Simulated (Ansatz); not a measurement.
**F2H4InNSiTe: taking an electron away**

One table from this session's results is given with a row withheld; the runs are named, their logs left out.

The runs use Ansatz 0.2.0, Gaussian basis; unrestricted cation, the program's frozen cores in correlated methods.

Plan: UKS PBE-D4/def2-TZVPP; UKS r2SCAN-D4/def2-TZVPP; UKS PBE0-D4/def2-TZVPP; UKS B3LYP-D4/def2-TZVPP; UKS wB97X-V/def2-TZVPP; UKS wB97M-V/def2-TZVPP; UKS B2PLYP/def2-TZVPP; UHF-CCSD(T)/def2-TZVPP; UHF-MP2/def2-QZVPP; extrapolation to the limit; then −ε(HOMO) from the neutral's earlier runs with LDA (SPW92), PBE-D4, revPBE-D4, BLYP-D4, r2SCAN-D4, B97M-V, PBE0-D4, B3LYP-D4, r2SCANh-D4, r2SCAN0-D4, HSE06-D4, BHLYP-D4, CAM-B3LYP-D4, LC-ωPBE, ωB97X-V, ωB97M-V.

## Structure used throughout

An earlier PBE0-D4 in a triple-zeta def2 set relaxation fixed the geometry. Te, In take the def2 core potential; no spin-orbit term is included.

10 atoms, charge 0, spin multiplicity 1.

Atoms are counted from 1 here; the program's logs count them from 0.

Bond lengths: N1–Si2 1.778 Å, N1–H7 1.015 Å, N1–H8 1.015 Å, Si2–F3 1.589 Å, Si2–F4 1.589 Å, Si2–Te5 2.407 Å, Te5–In6 2.833 Å, In6–H9 1.715 Å, In6–H10 1.715 Å. Angles: Si2–N1–H7 113.7°, Si2–N1–H8 113.7°, H7–N1–H8 108.2°, N1–Si2–F3 105.1°, N1–Si2–F4 105.2°, N1–Si2–Te5 107.6°, F3–Si2–F4 105.5°, F3–Si2–Te5 116.2°, F4–Si2–Te5 116.2°, Si2–Te5–In6 73.9°, Te5–In6–H9 113.0°, Te5–In6–H10 113.0°, H9–In6–H10 130.6°.

Geometry (Å):

```mol
F2H4InNSiTe
  3D, bonds by distance, orders not assigned

 10  9  0  0  0  0  0  0  0  0999 V2000
    0.3934   -0.8310    0.0115 N   0  0
   -0.4292   -0.0523   -1.3589 Si  0  0
    0.6407   -0.0441   -2.5333 F   0  0
   -1.5493   -1.0832   -1.8133 F   0  0
   -1.2059    2.1002   -0.6137 Te  0  0
    0.1025    0.9244    1.6070 In  0  0
   -0.0503   -1.6905    0.3183 H   0  0
    1.3747   -1.0249   -0.1591 H   0  0
   -0.9852    0.2132    2.7261 H   0  0
    1.7087    1.4882    1.8156 H   0  0
  1  2  8  0
  2  3  8  0
  2  4  8  0
  2  5  8  0
  5  6  8  0
  1  7  8  0
  1  8  8  0
  6  9  8  0
  6 10  8  0
M  END
```

The first run:

Input file in.yaml:

```yaml
crystal:
  periodic: [false, false, false]
  atoms:
    - {symbol: N, position_ang: [0.393372, -0.830956, 0.011464]}
    - {symbol: Si, position_ang: [-0.429194, -0.052329, -1.358932]}
    - {symbol: F, position_ang: [0.640658, -0.044110, -2.533343]}
    - {symbol: F, position_ang: [-1.549344, -1.083170, -1.813300]}
    - {symbol: Te, position_ang: [-1.205913, 2.100162, -0.613726]}
    - {symbol: In, position_ang: [0.102487, 0.924371, 1.606965]}
    - {symbol: H, position_ang: [-0.050254, -1.690461, 0.318253]}
    - {symbol: H, position_ang: [1.374699, -1.024874, -0.159099]}
    - {symbol: H, position_ang: [-0.985216, 0.213164, 2.726132]}
    - {symbol: H, position_ang: [1.708706, 1.488201, 1.815575]}
basis:
  gaussian: {orbitals: def2-TZVPP}
total_charge: 1
magnetization: {spin_polarized: true, initial_magnetization: 1}
hamiltonian: {xc: pbe, dispersion: d4}
```

Started as:

```bash
> ansatz run in.yaml --threads 2 --pin off --events-out ev --progress --plain --max-ram 20480MiB --backend cuda --devices 0, --max-vram 18GiB
```

Among the steps run: Cation, UKS PBE-D4/def2-TZVPP; Cation, UKS r2SCAN-D4/def2-TZVPP; Cation, UKS PBE0-D4/def2-TZVPP; Cation, UKS B3LYP-D4/def2-TZVPP; Cation, UKS wB97X-V/def2-TZVPP; Cation, UKS wB97M-V/def2-TZVPP; Cation, UKS B2PLYP (frozen core)/def2-TZVPP; Cation, UHF-CCSD(T)/def2-TZVPP; Cation, UHF-MP2/def2-QZVPP.

One of the session's tables, all rows but one given; the rest of the session is left out.

For comparison, −ε(HOMO) of the neutral from earlier runs:

| functional | −ε(HOMO) (eV) |
| --- | --- |
| LDA (SPW92) | 5.62 |
| PBE-D4 | 5.47 |
| revPBE-D4 | 5.41 |
| BLYP-D4 | 5.28 |
| r2SCAN-D4 | 5.71 |
| B97M-V | 5.72 |
| PBE0-D4 | 6.48 |
| B3LYP-D4 | 6.25 |
| r2SCANh-D4 | 6.08 |
| r2SCAN0-D4 | 6.64 |
| HSE06-D4 | 6.10 |
| BHLYP-D4 | 7.32 |
| CAM-B3LYP-D4 | 7.64 |
| LC-ωPBE | 8.92 |
| ωB97X-V | 8.62 |
| ωB97M-V | ? |

Estimate the missing values for ωB97M-V.

**Answer.** −ε(HOMO) (eV): 8.51. In the column «−ε(HOMO) (eV)» it lies between CAM-B3LYP-D4 (7.64) and ωB97X-V (8.62).

To keep in mind: The cation may have settled in a state other than its lowest; no search over hole states beyond the program's own was made.
